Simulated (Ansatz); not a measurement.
# MoS2: the cost of one run

Computed with Ansatz 0.2.0, driven from Python. Level of theory: DFT PBE, plane waves, PAW.

## (1) The structure

Symmetry: P6_3/mmc, No. 194, hexagonal system. The conventional cell has a = 3.169 Å, b = 3.169 Å, c = 12.324 Å, α = 90.00°, β = 90.00°, γ = 120.00°. Mo (site symmetry -6m2) is surrounded by 6 S at 2.41 Å. Around S (site symmetry 3m) lie 3 Mo at 2.41 Å.

The script holds or builds the structure itself.

## (2) The code

mos2_bands.py reads:

```python
"""Bands of MoS2 along a path through the zone."""

from dataclasses import dataclass
import json
import logging
import sys

import ansatz as az
import numpy as np

logging.basicConfig(stream=sys.stdout, format="%(levelname)s:%(name)s:%(message)s")
logger = logging.getLogger("mos2")
logger.setLevel(logging.INFO)


@dataclass
class Settings:
    kgrid: tuple[int, ...] = (9, 9, 2)
    smearing: str = "fermi_dirac"
    n_empty: int = 10


settings = Settings()

crystal = (
    az.Lattice.of([3.169, 0.0, 0.0], [-1.5845, 2.7444345, 0.0], [0.0, 0.0, 12.324])
    .atom("Mo", [1 / 3, 2 / 3, 0.25])
    .atom("Mo", [2 / 3, 1 / 3, 0.75])
    .atom("S", [1 / 3, 2 / 3, 0.623])
    .atom("S", [2 / 3, 1 / 3, 0.123])
    .atom("S", [1 / 3, 2 / 3, 0.877])
    .atom("S", [2 / 3, 1 / 3, 0.377])
)

# high-symmetry points in fractions of the reciprocal vectors
path = [
    ("G", (0.0, 0.0, 0.0)),
    ("M", (0.5, 0.0, 0.0)),
    ("K", (0.33333, 0.33333, 0.0)),
    ("G", (0.0, 0.0, 0.0)),
    ("A", (0.0, 0.0, 0.5)),
    ("L", (0.5, 0.0, 0.5)),
    ("H", (0.33333, 0.33333, 0.5)),
    ("A", (0.0, 0.0, 0.5)),
]
setup = (
    crystal.calculation()
    .pseudopotentials("paw")
    .kpoints(*settings.kgrid)
    .occupations(settings.smearing)
    .band_structure([point for _, point in path], intervals=8)
    .scf(extra_bands=settings.n_empty)
)
session = setup.session()
planned = session.plan(threads=1)
out = planned.execute()
r = out.report

energy = r["free_energy_ev"]
logger.info("F of the MoS2 cell: {:.6f} eV = {:.6f} Ry = {:.6f} Ha".format(energy, energy / 13.605693, energy / 27.211386))
logger.info("Fermi level {:.4f} eV, {} k-points, {} symmetry operations".format(r["fermi_energy_ev"], r["n_kpoints"], r["n_symmetry_ops"]))

keep = ["free_energy_ev", "energy_sigma0_ev", "fermi_energy_ev", "n_iterations", "converged", "magnetization_mub", "n_kpoints"]
with open("mos2.json", "w") as handle:
    json.dump({key: r[key] for key in keep}, handle, indent=1)

bands = out.band_structure()
fermi = bands.fermi_energy_ev
logger.info(f"zero of the bands: {fermi:.3f} eV, the Fermi level found on the SCF mesh")
for spin, channel in enumerate(bands.channels):
    print("channel", spin, "- computed levels within 4 eV of the Fermi level")
    for i, (label, _) in enumerate(path):
        levels = channel.eigenvalues_ev[i * 8] - fermi
        print(f"  {label:3s}", " ".join(f"{e:7.3f}" for e in levels if abs(e) < 4))
```

## (3) What the engine is handed

The engine receives this input:

```yaml
crystal:
  lattice:
    - [3.169, 0.0, 0.0]
    - [-1.5845, 2.7444345, 0.0]
    - [0.0, 0.0, 12.324]
  atoms:
    - { symbol: Mo, position: [0.3333333333333333, 0.6666666666666666, 0.25] }
    - { symbol: Mo, position: [0.6666666666666666, 0.3333333333333333, 0.75] }
    - { symbol: S, position: [0.3333333333333333, 0.6666666666666666, 0.623] }
    - { symbol: S, position: [0.6666666666666666, 0.3333333333333333, 0.123] }
    - { symbol: S, position: [0.3333333333333333, 0.6666666666666666, 0.877] }
    - { symbol: S, position: [0.6666666666666666, 0.3333333333333333, 0.377] }
kpoints:
  mp_grid:
    grid: [9, 9, 2]
  band_path:
    path:
      - [0.0, 0.0, 0.0]
      - [0.5, 0.0, 0.0]
      - [0.33333, 0.33333, 0.0]
      - [0.0, 0.0, 0.0]
      - [0.0, 0.0, 0.5]
      - [0.5, 0.0, 0.5]
      - [0.33333, 0.33333, 0.5]
      - [0.0, 0.0, 0.5]
    npoints: 8
hamiltonian:
  pseudopotentials:
    kind: paw
scf:
  n_extra_bands: 10
  occupations:
    method: fermi_dirac
```

## (4) Running it

Run with:

```
> python mos2_bands.py
```

Q: Estimate wall time and peak memory on 1 thread of Arm Neoverse V1, shared host.

About 9.3 s, with a peak of 0.43 GiB.
